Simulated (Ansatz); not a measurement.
Consider an atomisation energy of ClFSb, SMILES [F][Sb][Cl] (Ansatz's Python interface).

`tae_clfsb.py`
```python
'''Energy to split ClFSb into its atoms.'''

from collections import Counter

import ansatz as az


def energy_of(molecule, charge=0, unpaired=0):
    calc = (
        molecule.calculation()
        .basis(gaussian='def2-TZVP')  # atom-centred Gaussian functions
        .functional('b3lyp')
        .scf(lower_state_search='off')
    )
    if charge:
        calc = calc.charge(charge)
    if unpaired:
        calc = calc.spin('collinear', total=unpaired)
    report = calc.run(threads=1).report
    if report['published_state_doubts']:
        print('  doubts:', report['published_state_doubts'])
    return report['free_energy_ev']

molecule = (
    az.Crystal.molecule()
    .atom('F', (-0.8146, 1.2286, -0.3148))
    .atom('Sb', (-0.6485, -0.7131, -0.3964))
    .atom('Cl', (1.4522, -0.5803, 0.698))
)

# Hund ground states
unpaired = {'F': 1, 'Sb': 3, 'Cl': 1}
counts = Counter(site.symbol for site in molecule.cartesian_sites)
atom_energy = {s: energy_of(az.Crystal.molecule().atom(s, (0, 0, 0)), 0, unpaired[s]) for s in counts}
whole = energy_of(molecule, 0, 1)
for s, e in atom_energy.items():
    print(f'{s:2s} x{counts[s]}  {e:14.5f} eV')
print(f'ClFSb: {whole:.5f} eV')
split = sum(counts[s] * e for s, e in atom_energy.items()) - whole
print(f'atomisation energy (no zero-point term): {23.060548 * split:.1f} kcal/mol, {split / sum(counts.values()):.3f} eV an atom')
```

What does it cost to take this molecule apart into atoms?

174.1 kcal/mol from the electronic energies, without the zero-point term.

The run itself:

Output of `python tae_clfsb.py`:
```text
F  x1     -2714.88401 eV
Sb x1     -6538.72700 eV
Cl x1    -12521.78118 eV
ClFSb: -21782.94228 eV
atomisation energy (no zero-point term): 174.1 kcal/mol, 2.517 eV an atom
```

What to keep in mind:
- These settings explore the input space; basis and method may be short of convergence.
- The geometry is a force-field or estimated start, not a minimum of this method, and the basis set is short of its limit. All parts are taken at fixed geometry, without zero-point energy.
- def2 sets replace the cores of elements past krypton by effective core potentials.
- The species is open-shell (spin multiplicity 2).
- b3lyp holds the VWN-RPA fit, as in Gaussian; the form of ORCA and Turbomole is b3lyp5.
- The spin-orbit lowering of heavy atoms is left out.
- The whole script took 4.3 s on 1 thread of Arm Neoverse V2 (shared host), peak memory 0.29 GiB.
